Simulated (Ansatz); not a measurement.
# LiH4BrO2: field gradients as cell or settings change, part 2 of 2

More tests of how the quadrupolar parameters of LiH4BrO2 respond to changes of cell, atoms or settings. The cell is a COD entry. Its positions were relaxed in an earlier run. Planned: xy shear strain of +4 %; atom 3 (H) moved by 0.15 Å.

Ansatz 0.2.0; DFT, PBE, plane-wave PAW, default files, scalar-relativistic. The steps go on from the part before.

## 3. Atom 3 (H) moved by 0.15 Å

input.yaml

```yaml
crystal:
  lattice:
    - [5.3001, 0.0, 0.0]
    - [2.64598, 5.82412, 0.0]
    - [0.88667, 2.71533, 5.7339]
  atoms:
    - { symbol: Li, position: [0.3064018713, 0.3853483894, 0.4803294589] }
    - { symbol: Li, position: [0.6935981287, 0.6146516106, 0.5196705411] }
    - { symbol: H, position: [1.0183661457, 0.8875542486, 0.2778502226] }
    - { symbol: H, position: [-0.0312238502, 0.1382007152, 0.7221497774] }
    - { symbol: H, position: [0.7965058181, 0.3466190687, 0.2816488497] }
    - { symbol: H, position: [0.2034941819, 0.6533809313, 0.7183511503] }
    - { symbol: H, position: [0.5848582313, 0.6153231198, 0.1314196163] }
    - { symbol: H, position: [0.4151417687, 0.3846768802, 0.8685803837] }
    - { symbol: H, position: [0.9265350745, 0.7656335212, 0.1342911759] }
    - { symbol: H, position: [0.0734649255, 0.2343664788, 0.8657088241] }
    - { symbol: Br, position: [0.2492718304, 0.1235761328, 0.2284765723] }
    - { symbol: Br, position: [0.7507281696, 0.8764238672, 0.7715234277] }
    - { symbol: O, position: [0.9842710272, 0.7213065247, 0.2938519734] }
    - { symbol: O, position: [0.0157289728, 0.2786934753, 0.7061480266] }
    - { symbol: O, position: [0.6168213517, 0.4780276124, 0.2900084671] }
    - { symbol: O, position: [0.3831786483, 0.5219723876, 0.7099915329] }
kpoints:
  mp_grid: { grid: [5, 4, 4] }
scf:
  occupations: { method: fermi_dirac, width: 0.02 }
hamiltonian:
  xc: pbe
  pseudopotentials: { kind: paw }
output:
  forces: true
  stress: true
  populations: true
  efg:
    quadrupole_moments_barn: { Li: -0.0401, H: 0.00285783, Br: 0.2579, O: -0.02558 }
    contact_densities: true
  write_density: true
  write_potential: true
  elf: true
  volumetric_format: npy
```

Launch:

```bash
> ansatz run input.yaml --threads 1 --pin off --max-ram 2560MiB --backend cpu --events-out ev --progress --plain --runs-dir out
```

Log:

```text
Warning: RAYON_NUM_THREADS=1 ignored (pool sized by the plan → 1); use --threads N
Engine: ansatz 0.2.0, aarch64-unknown-linux-gnu
Pseudopotentials: kind: paw
Pseudopotential: Li, paw, valence charge 3, recommended cutoff 420 eV (normal), Li.paw.azcp
Pseudopotential: H, paw, valence charge 1, recommended cutoff 420 eV (normal), H.paw.azcp
Pseudopotential: Br, paw, valence charge 7, recommended cutoff 420 eV (normal), Br.paw.azcp
Pseudopotential: O, paw, valence charge 6, recommended cutoff 420 eV (normal), O.paw.azcp
Functional definition: PBE
  parameter kappa = 0.804
  parameter beta = 0.06672455060314922
  exchange = pbe_x(kappa = kappa, mu = beta*pi^2/3)
  correlation = pbe_c(beta = beta)
Crystal: 16 atoms, lattice volume = 176.996 Å³
Basis set: ecut = 420 eV, 3457 PW (Γ), exchange–correlation on 72×90×90 points (8 copies of the dense FFT grid, shifted against one another)
Bands: 42, of which v1, the nominal top of the filled ones, is band 26 counted from 1 (25 counted from 0)
Symmetry: 1 space group operations
Space group: P1 (ITA 1), of the structure as read, at distance tolerance 5.6e-5 Å
k-points: 42 of 80 (time reversal used)
Non-local potential: Li, projectors of the file, l = 0: 3, l = 1: 2, l = 2: 1
Non-local potential: H, projectors of the file, l = 0: 2, l = 1: 1
Non-local potential: Br, projectors of the file, l = 0: 2, l = 1: 2, l = 2: 2
Non-local potential: O, projectors of the file, l = 0: 2, l = 1: 2, l = 2: 1
PAW form: soft (Blöchl's): semilocal exchange-correlation on the pseudo side does not see the compensation charge
PAW one-centre angular grid: Li, 110 points (default); XC on 64 Gauss nodes
PAW one-centre angular grid: H, 110 points (default); XC on 64 Gauss nodes
PAW one-centre angular grid: Br, 110 points (default); XC on 64 Gauss nodes
PAW one-centre angular grid: O, 110 points (default); XC on 64 Gauss nodes
Initial density: superposition of atomic densities (neutral atoms: chi_scale 0, normalization atom), corrected by the library's trained network
Initial wavefunctions: pseudopotential atomic-orbital guess
Functional: x = pbe(κ = 0.804, μ = 0.2195149727645171), c = pbe(β = 0.06672455060314922)
SCF iter   1: F=—  HF=-8381.274013 eV  |F-HF|=—  |Δ(HF+E_count)|=         —  Δρ=1.11e-3  dr2=1.35e-3  ethr=1.77e-3  ⟨swp⟩=6.7  Hψ=9057  notcnv=0  defer=155
preconditioner: auto → Resta (q_TF=auto, 2.224 Å⁻¹)  ε∞=2.5  [insulator: Δε(μ)=4.451 eV  Ē_g=15.985 eV  σ=0.020 eV  W_gap=1.00  n_scr=36 (ndim 8)  ℏωp=19.3 eV  f_vac=0.053  D(μ)=0.00/eV (n_scr^D=0)  ε∞_Penn≈2.5]
SCF iter   2: F=—  HF=-8381.272513 eV  |F-HF|=—  |Δ(HF+E_count)|=   1.50e-3  Δρ=6.10e-4  dr2=3.53e-4  ethr=2.60e-6  ⟨swp⟩=3.0  Hψ=3908  notcnv=0  defer=450
SCF iter   3: F=—  HF=-8381.271020 eV  |F-HF|=—  |Δ(HF+E_count)|=   1.49e-3  Δρ=2.56e-4  dr2=8.38e-5  ethr=6.79e-7  ⟨swp⟩=2.0  Hψ=2233  notcnv=0  defer=450
SCF iter   4: F=—  HF=-8381.270989 eV  |F-HF|=—  |Δ(HF+E_count)|=   3.09e-5  Δρ=5.33e-5  dr2=5.07e-6  ethr=1.61e-7  ⟨swp⟩=2.1  Hψ=2141  notcnv=0  defer=450
SCF iter   5: F=—  HF=-8381.270990 eV  |F-HF|=—  |Δ(HF+E_count)|=   1.41e-6  Δρ=2.32e-5  dr2=7.70e-7  ethr=9.74e-9  ⟨swp⟩=2.0  Hψ=2134  notcnv=0  defer=450
SCF iter   6: F=—  HF=-8381.270990 eV  |F-HF|=—  |Δ(HF+E_count)|=   2.59e-7  Δρ=1.12e-5  dr2=1.71e-7  ethr=1.48e-9  ⟨swp⟩=2.0  Hψ=2304  notcnv=0  defer=450
SCF iter   7: F=-8381.270990 eV  HF=-8381.270990 eV  |F-HF|=1.17e-8  |Δ(HF+E_count)|=   1.20e-8  Δρ=2.46e-6  dr2=1.09e-8  ethr=1.92e-10  ⟨swp⟩=18.7  Hψ=15424  notcnv=0
SCF 1 converged in 7 iterations: F = -8381.270990 eV  dr2 = 1.09e-8
SCF converged after 7 iterations
Free energy (F): -8381.270990 eV
Harris-Foulkes:  -8381.270990 eV  (|F-HF|=1.17e-8)
Internal energy: -8381.270990 eV  (E = F + TS)
E sigma→0 (E₀):  -8381.270990 eV
Fermi energy:    2.588996 eV
--- Per-component energies (eV) ---
  E_band       = -469.965804
  E_kinetic    = 1121.809559
  E_local      = -3002.765203  (includes V_loc(G=0)·N_el)
  E_nonlocal   = 280.187301
  E_hartree    = 1016.097897
  E_xc         = -915.825390
  E_vxc        = -701.815654  (∫ρ·V_xc dr)
  E_paw        = -5174.254510  (= ΣΔE_a)
  E_vpaw       = -199.579428  (= ΣTr[D̂ρ^β])
  E_aug_tail   = 0.000641  (compensation charges beyond the density's cutoff)
  E_ewald      = -1706.521286
  E_smearing   = -0.000000  (= −TS)
  E_closure    = -0.000000  (closes the sum)
  Σ components = -8381.270990   (vs F -8381.270990, Δ=0.00e0)
--- Forces (eV/Å), atoms counted from 1 ---
  atom   1  Li     0.00278840     0.09013721    -0.02806500
  atom   2  Li     0.02778809    -0.01449562    -0.02450126
  atom   3  H     -1.51526496    -2.67955435     0.16423906
  atom   4  H     -0.00016918    -0.00087956     0.00880163
  atom   5  H     -0.01410748     0.05514577     0.00546589
  atom   6  H     -0.00515919    -0.00600260    -0.00895260
  atom   7  H     -0.00402885     0.01328567     0.01209236
  atom   8  H      0.00975418     0.01087830    -0.03922299
  atom   9  H      0.07162094     0.09755262     0.01316841
  atom  10  H     -0.00991276    -0.01063981    -0.03501957
  atom  11  Br    -0.10499603    -0.03614836     0.03202146
  atom  12  Br    -0.01908338    -0.00097352    -0.03011583
  atom  13  O      1.55369679     2.55835052    -0.12935407
  atom  14  O      0.00453261    -0.00331131     0.02283679
  atom  15  O     -0.00346320    -0.06375519    -0.00690056
  atom  16  O      0.00600163    -0.00959024     0.04347207
  max |Σ_I F_I| component: 3.42e-5 eV/Å
--- Stress (GPa, compression-positive) ---
       -0.177743      -1.599530       0.316106
       -1.599530      -0.970322       0.169872
        0.316106       0.169874       0.918720
  P = ⅓ Tr σ = -0.0764 GPa (-0.764 kbar)
--- PAW observables at the nuclei: V_zz in 10²¹ V/m², potentials from the cell's mean, atoms counted from 1 ---
  atom   1  Li V_zz =    -0.131628   η = 0.4799   by run symmetry: allowed   C_q = +0.1276 MHz
            electrostatic potential = -164.837544 V   contact ρ = 94.394281 e/Å³
  atom   2  Li V_zz =    -0.146781   η = 0.3715   by run symmetry: allowed   C_q = +0.1423 MHz
            electrostatic potential = -164.852742 V   contact ρ = 94.398675 e/Å³
  atom   3  H  V_zz =    +1.247634   η = 0.2559   by run symmetry: allowed   C_q = +0.0862 MHz
            electrostatic potential = -33.577228 V   contact ρ = 2.367528 e/Å³
  atom   4  H  V_zz =    +3.457260   η = 0.1280   by run symmetry: allowed   C_q = +0.2389 MHz
            electrostatic potential = -34.049095 V   contact ρ = 2.891910 e/Å³
  atom   5  H  V_zz =    +3.413597   η = 0.1215   by run symmetry: allowed   C_q = +0.2359 MHz
            electrostatic potential = -34.050898 V   contact ρ = 2.886768 e/Å³
  atom   6  H  V_zz =    +3.402520   η = 0.1226   by run symmetry: allowed   C_q = +0.2351 MHz
            electrostatic potential = -34.056216 V   contact ρ = 2.880454 e/Å³
  atom   7  H  V_zz =    +3.699345   η = 0.1051   by run symmetry: allowed   C_q = +0.2556 MHz
            electrostatic potential = -34.002725 V   contact ρ = 2.935039 e/Å³
  atom   8  H  V_zz =    +3.709910   η = 0.1052   by run symmetry: allowed   C_q = +0.2564 MHz
            electrostatic potential = -33.979902 V   contact ρ = 2.940447 e/Å³
  atom   9  H  V_zz =    +3.482147   η = 0.1218   by run symmetry: allowed   C_q = +0.2406 MHz
            electrostatic potential = -34.272369 V   contact ρ = 2.902698 e/Å³
  atom  10  H  V_zz =    +3.458740   η = 0.1285   by run symmetry: allowed   C_q = +0.2390 MHz
            electrostatic potential = -34.028232 V   contact ρ = 2.892499 e/Å³
  atom  11  Br V_zz =    +7.070884   η = 0.5261   by run symmetry: allowed   C_q = +44.0940 MHz
            electrostatic potential = -4903.295106 V   contact ρ = 293238.232675 e/Å³
  atom  12  Br V_zz =    +3.561701   η = 0.8535   by run symmetry: allowed   C_q = +22.2107 MHz
            electrostatic potential = -4903.430597 V   contact ρ = 293237.622810 e/Å³
  atom  13  O  V_zz =   -14.221859   η = 0.7210   by run symmetry: allowed   C_q = +8.7965 MHz
            electrostatic potential = -615.805193 V   contact ρ = 2155.578057 e/Å³
  atom  14  O  V_zz =   -13.748502   η = 0.7746   by run symmetry: allowed   C_q = +8.5037 MHz
            electrostatic potential = -615.701364 V   contact ρ = 2154.758526 e/Å³
  atom  15  O  V_zz =   -13.966906   η = 0.7619   by run symmetry: allowed   C_q = +8.6388 MHz
            electrostatic potential = -615.656106 V   contact ρ = 2154.858388 e/Å³
  atom  16  O  V_zz =   -13.999021   η = 0.7612   by run symmetry: allowed   C_q = +8.6587 MHz
            electrostatic potential = -615.647155 V   contact ρ = 2154.845382 e/Å³
--- Band table (eV; the first three rows and the last of 42) ---
  k-point 0: bands = ["-42.6554", "-42.6409", "-19.2342", "-19.0745", "-18.9684", "-18.3126", "-12.2041", "-12.0142", "-7.0566", "-6.8683", "-6.6624", "-6.1522", "-4.4819", "-4.4374", "-3.6558", "-3.1146", "-1.9617", "-1.8748", "-1.5214", "-1.2365", "-0.4233", "-0.2541", "-0.1399", "-0.0315", "0.1789", "0.3522", "4.8144", "6.9102", "8.1642", "8.3091", "8.6580", "8.9700", "9.2611", "9.5965", "9.9034", "10.3051", "10.4859", "10.8947", "11.3187", "11.8381", "12.2566", "12.5621"]
  k-point 1: bands = ["-42.6554", "-42.6409", "-19.2220", "-19.0853", "-18.9681", "-18.3146", "-12.2062", "-12.0339", "-7.0024", "-6.8413", "-6.6589", "-6.1467", "-4.4598", "-4.3457", "-3.6267", "-3.2651", "-2.0240", "-1.8330", "-1.4762", "-1.2706", "-0.4627", "-0.2594", "-0.2042", "-0.0417", "0.0654", "0.2392", "5.3634", "6.9647", "7.9940", "8.2298", "8.6005", "8.9292", "9.4173", "9.6760", "10.0576", "10.1911", "10.4677", "10.7750", "11.5600", "11.9519", "12.0903", "12.5978"]
  k-point 2: bands = ["-42.6554", "-42.6409", "-19.2073", "-19.0984", "-18.9678", "-18.3166", "-12.2093", "-12.0524", "-6.9584", "-6.8031", "-6.6567", "-6.1408", "-4.4584", "-4.1952", "-3.5962", "-3.4376", "-2.0651", "-1.8335", "-1.4385", "-1.2927", "-0.5741", "-0.2940", "-0.2429", "-0.1159", "0.0544", "0.1977", "5.9311", "7.0523", "7.8443", "8.4808", "8.6216", "8.7420", "9.2801", "9.3997", "9.8210", "10.1406", "10.6219", "11.3396", "11.6409", "11.8366", "12.1418", "12.5872"]
  k-point 41: bands = ["-42.6540", "-42.6423", "-19.1549", "-19.1060", "-19.0048", "-18.3237", "-12.2019", "-12.0623", "-7.0617", "-6.7793", "-6.6482", "-6.0929", "-4.4744", "-4.4356", "-3.6210", "-3.1631", "-1.9438", "-1.8488", "-1.5637", "-1.4110", "-0.4915", "-0.3161", "-0.1981", "0.0047", "0.1137", "0.1463", "6.6722", "7.0298", "7.2959", "7.9354", "8.5281", "9.1062", "9.4993", "9.8818", "10.0979", "10.5379", "10.7824", "11.0562", "11.4636", "11.8650", "12.1713", "12.8197"]
--- Löwdin populations: 16 sites ---
  site symbol       q [e]
     0     Li      2.2907
     1     Li      2.2900
     2      H      0.6757
     3      H      0.6379
     4      H      0.6376
     5      H      0.6363
     6      H      0.6183
     7      H      0.6192
     8      H      0.6418
     9      H      0.6377
    10     Br      7.4705
    11     Br      7.4991
    12      O      6.7337
    13      O      6.7355
    14      O      6.7266
    15      O      6.7274
  spilling = 0.008117 (of n_electrons = 52.000000)
```

It took 70 s on 1 thread of Arm Neoverse N1, shared host; peak memory 0.51 GiB.

At the end: gap on the mesh 4.46 eV, largest force 3.083 eV/Å, pressure -0.1 GPa.

Against step 1 (V_zz in 10²¹ V/m²; 12 of 16 rows, with the four largest changes of size):

```
site  atoms  V_zz, PBE relaxed  V_zz, moved  η, PBE relaxed  η, moved
  Li      1              -0.13        -0.13            0.41      0.48
  Li      2              -0.13        -0.15            0.41      0.37
  H3      3               3.46         1.25            0.13      0.26
  H3      4               3.46         3.46            0.13      0.13
  H5      5               3.40         3.41            0.12      0.12
  H5      6               3.40         3.40            0.12      0.12
  H7      7               3.70         3.70            0.11      0.11
  H7      8               3.70         3.71            0.11      0.11
  H9      9               3.45         3.48            0.13      0.12
  Br     11               3.62         7.07            0.89      0.53
 O13     13             -13.73       -14.22            0.77      0.72
 O15     16             -13.94       -14.00            0.76      0.76
```

The sizes of the gradients above 0.15 moved by 0.3 % in the median, 95 % at the site that moves most (small gradients counted from 0.15; Br, 3.62 to 7.07).

Density in a lattice plane of the grid's cell (edges 5.30 and 6.40 Å, at 0.278 of the third edge), which holds H and O.

Ten even steps from ' ' (0.01 e/Å³) to '@' (7.05 e/Å³):
```
            ....                        
....                                  ..
::..                                ..::
==::..                            ..==++
%%++..                            ..**@@
@@##--                            ..--##
====::                              ..::
......              ......              
                    ::++++--..          
                    --##@@%%==..        
                    ..==%%%%++::        
                      ..--====--..      
                          ....::::      
                                        
      ....                              
    ..........                          
    ............                        
    ......  ......                      
      ............                      
        ..........                      
```
Columns run along the first of these edges and rows up along the second, over one cell in 20 and 20 even steps from the bottom left corner. Atoms in the plane (fractional): H at (0.02, 0.89), H at (0.80, 0.35), O at (0.98, 0.72), O at (0.62, 0.48).

ELF in the same plane.

Ten even steps from '0' (0.01) to '9' (0.97):
```
75357899987510012468
99524678886300024579
99831245554100146778
88741001110000157877
37862000000000037874
47885100001110014775
78986200134554101467
67886100357787620025
34554101578778862001
00110001588634774100
00000000489864786300
01111000158887899720
14565420014677899941
37888764100234689831
68899987520001234312
78987788852000000013
78862258875200000014
68861016887410000013
46886226887520000011
23688888998620000233
```
Columns run along the first of these edges and rows up along the second, over one cell in 20 and 20 even steps from the bottom left corner. Atoms in the plane (fractional): H at (0.02, 0.89), H at (0.80, 0.35), O at (0.98, 0.72), O at (0.62, 0.48).

Both are smooth fields of the valence electrons: close to the nuclei they are not physical.

The highest ELF values outside the cores: 0.98 at H; 0.91 beside O, off the lines to its neighbours, 0.7 Å from O; 0.90 on the O–Li line, 0.7 Å from O.

## 4. Simulated spectra, from step 3

These are for the changed cell of step 3 (atom 3 (H) moved by 0.15 Å, ions not relaxed; gap on the mesh 4.46 eV, largest force 3.083 eV/Å, pressure -0.1 GPa).

²H (I = 1, Q = 2.858 mb) in zero field: pure quadrupole lines, for atoms at rest; the first 18 of 24. Strengths are squared matrix elements for a powder, against the strongest line of the same site.

```csv
site,count,line (MHz),strength
H3,1,0.011,1.00
H3,1,0.059,1.00
H3,1,0.070,1.00
H4,1,0.015,1.00
H4,1,0.172,1.00
H4,1,0.187,1.00
H5,1,0.014,1.00
H5,1,0.170,1.00
H5,1,0.184,1.00
H6,1,0.014,1.00
H6,1,0.169,1.00
H6,1,0.184,1.00
H7,1,0.013,1.00
H7,1,0.185,1.00
H7,1,0.198,1.00
H8,1,0.013,1.00
H8,1,0.186,1.00
H8,1,0.199,1.00
```

## 5. Summary of results

What follows sums up all 2 parts.

| quantity | value |
| --- | --- |
| state (step 1) | gap on the mesh 4.50 eV, largest force 0.007 eV/Å, pressure 1.0 GPa |
| V_zz by site, step 1 (10²¹ V/m²) | Li -0.13, H3 3.46, H5 3.40, H7 3.70, H9 3.45, Br 3.62, O13 -13.73, O15 -13.94 |
| largest C_Q in size, step 1 | 22.6 MHz, ⁸¹Br at Br |
| step 2 (xy shear strain of +4 %) against step 1 | 2.8 % in the median, 16 % at the site that moves most (small gradients counted from 0.15; Br, 3.62 to 4.22) |
| step 3 (atom 3 (H) moved by 0.15 Å) against step 1 | 0.3 % in the median, 95 % at the site that moves most (small gradients counted from 0.15; Br, 3.62 to 7.07) |

**Reading.** The largest gradient sits at O15 (2 H at 0.98–0.99 Å, 2 Li at 2.04–2.17 Å). Against step 1, step 2 (xy shear strain of +4 %) moves the gradients by up to 16 % at the worst site (2.8 % in the median). For step 3: the ²H zero-field lines reach up to 0.199 MHz, too low for direct NQR; such couplings are read from NMR line shapes. In separate tests V_zz from these PAW files lay typically within 2 to 3 % of all-electron values, with misses above 10 % on Li. The lattice is static: at room temperature water may turn and average the couplings of its hydrogen.

The gaps are Kohn-Sham values of a semilocal functional, not quasiparticle or optical gaps. Such gaps usually fall short of the measured ones.
